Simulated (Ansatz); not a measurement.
**UB3LYP/6-31G(d) (Cartesian functions) run of GeNH4O (SMILES [NH][GeH2][OH])**

Aim: the vertical electron affinity of GeNH4O at UB3LYP/6-31G* (Cartesian functions), from 2 runs. 

The results are computed with Ansatz 0.2.0.

66 further runs of the same task are left out: 66 set aside as unsound or not needed.

### Step 1. Starting point

GeNH4O has 7 atoms, charge 0, and is taken as a doublet. SMILES: `[NH][GeH2][OH]`. The shape is that of a PBE0-D4/def2-TZVP optimisation. This is one conformer, not always the lowest.

Bond lengths: N1–Ge2 1.860 Å, Ge2–O3 1.772 Å, N1–H4 1.025 Å, Ge2–H5 1.544 Å, Ge2–H6 1.536 Å, O3–H7 0.961 Å. Angles: N1–Ge2–O3 106.5°, N1–Ge2–H5 107.6°, N1–Ge2–H6 113.8°, O3–Ge2–H5 110.8°, O3–Ge2–H6 105.4°, Ge2–N1–H4 110.2°, Ge2–O3–H7 111.8°, H5–Ge2–H6 112.6°.

### Step 2. The energy at UB3LYP/6-31G(d) (Cartesian functions)

in.yaml

```yaml
crystal:
  periodic: [false, false, false]
  atoms:
    - symbol: N
      position_ang: [-1.180000, -0.629600, -0.704300]
    - symbol: Ge
      position_ang: [0.091800, 0.357900, 0.227300]
    - symbol: O
      position_ang: [1.488100, -0.708500, 0.454200]
    - symbol: H
      position_ang: [-2.073700, -0.127300, -0.724700]
    - symbol: H
      position_ang: [0.468500, 1.575300, -0.644200]
    - symbol: H
      position_ang: [-0.348300, 0.758200, 1.642900]
    - symbol: H
      position_ang: [1.614800, -1.294000, -0.296700]
basis:
  gaussian:
    orbitals: "6-31G*"
total_charge: 0
magnetization:
  spin_polarized: true
  initial_magnetization: 1
hamiltonian:
  xc: {name: B3LYP}
accuracy: high
output: {orbitals: {seedname: orbitals}}
```

Run with:

```
$ ansatz run in.yaml --threads 1 --pin off --max-ram 3480MiB --events-out events.jsonl --progress --plain --runs-dir runs
```

The log of the run:

```text
Warning: RAYON_NUM_THREADS=1 ignored (pool sized by the plan → 1); use --threads N
Functional definition: B3LYP
  name "B3LYP"
  parameter a0 = 0.2
  parameter ax = 0.72
  parameter ac = 0.81
  exchange = (1 - a0 - ax)*slater_x + ax*b88_x + a0*exact_x
  correlation = (1 - ac)*vwn_rpa_c + ac*lyp_c
1508 factors; integrals over basis functions are off by at most 4.2e-9 eV
mean field evaluation 1: about -60103.2784 eV, gradient 4.8e1 eV
mean field evaluation 2: about -60079.6736 eV, gradient 8.7e1 eV
mean field evaluation 4: about -60112.0936 eV, gradient 4.6e0 eV
mean field evaluation 8: about -60112.2704 eV, gradient 1.3e-1 eV
mean field evaluation 16: about -60112.2705 eV, gradient 3.5e-5 eV
mean field evaluation 32: about -60111.4228 eV, gradient 5.3e0 eV
mean field -60112.27046985 eV, -2209.0851942067 hartree, gradient 3.5e-8 eV, S^2 0.753561; 2 other end points of the search recorded, 0 dependent functions left out
reference -60112.27050782 eV, -2209.0851956020 hartree; 26, 25 occupied and 47, 48 virtual orbitals, 1508 factors
Total energy: -60112.27050782 eV, -2209.0851956020 hartree
```

Wall time 12 s (1 thread of Arm Neoverse V1, shared host); peak memory 0.32 GiB.

### Step 3. The singlet anion

run.yaml

```yaml
crystal:
  periodic: [false, false, false]
  atoms:
    - {symbol: N, position_ang: [-1.180000, -0.629600, -0.704300]}
    - {symbol: Ge, position_ang: [0.091800, 0.357900, 0.227300]}
    - {symbol: O, position_ang: [1.488100, -0.708500, 0.454200]}
    - {symbol: H, position_ang: [-2.073700, -0.127300, -0.724700]}
    - {symbol: H, position_ang: [0.468500, 1.575300, -0.644200]}
    - {symbol: H, position_ang: [-0.348300, 0.758200, 1.642900]}
    - {symbol: H, position_ang: [1.614800, -1.294000, -0.296700]}
basis:
  gaussian:
    orbitals: "6-31G*"
total_charge: -1
accuracy: high
output: {orbitals: {seedname: orbitals}}
hamiltonian:
  xc: {name: B3LYP}
```

Run with:

```
$ ansatz run run.yaml --threads 1 --pin off --max-ram 3480MiB --events-out events.jsonl --progress --plain --runs-dir runs
```

The log of the run, shortened:

```text
Warning: RAYON_NUM_THREADS=1 ignored (pool sized by the plan → 1); use --threads N
[... 7 set-up lines as earlier in the session ...]
1509 factors; integrals over basis functions are off by at most 4.2e-9 eV
mean field evaluation 1: about -60107.6325 eV, gradient 5.2e1 eV
mean field evaluation 2: about -60044.6641 eV, gradient 1.4e2 eV
mean field evaluation 4: about -60112.6709 eV, gradient 1.3e1 eV
mean field evaluation 8: about -60113.0376 eV, gradient 1.4e0 eV
mean field evaluation 16: about -60113.0403 eV, gradient 8.1e-5 eV
mean field -60113.04030253 eV, -2209.1134850360 hartree, gradient 3.2e-8 eV, S^2 0.000000; 0 other end points of the search recorded, 0 dependent functions left out
reference -60113.04034124 eV, -2209.1134864583 hartree; 26, 26 occupied and 47, 47 virtual orbitals, 1509 factors
Total energy: -60113.04034124 eV, -2209.1134864583 hartree
```

It took 6.6 s on 1 thread of Arm Neoverse V1, shared host; peak memory 0.22 GiB.

### Step 4. Results

Level: UB3LYP/6-31G* (Cartesian functions).

| quantity | value |
| --- | --- |
| doublet GeNH4O: total energy | -2209.08520 Eh |
| doublet GeNH4O: HOMO energy (highest over α and β) | -7.52 eV |
| doublet GeNH4O: LUMO energy (lowest over α and β) | -3.34 eV |
| doublet GeNH4O: ⟨S²⟩ | 0.754 |
| singlet anion: total energy | -2209.11349 Eh |
| singlet anion: HOMO energy | 1.75 eV |
| singlet anion: LUMO energy | 5.76 eV |
| singlet anion: HOMO–LUMO gap (to an unbound level, set by the basis) | 4.01 eV |
| vertical electron affinity (to the singlet anion) | 0.770 eV |

**Reading.** At fixed nuclei the extra electron is bound by 0.77 eV (74.3 kJ/mol). The basis has no diffuse functions, so the error can be as large as this value. The HOMO (singlet anion) lies at positive energy, 1.75 eV; only total energies tell whether the electron is bound.
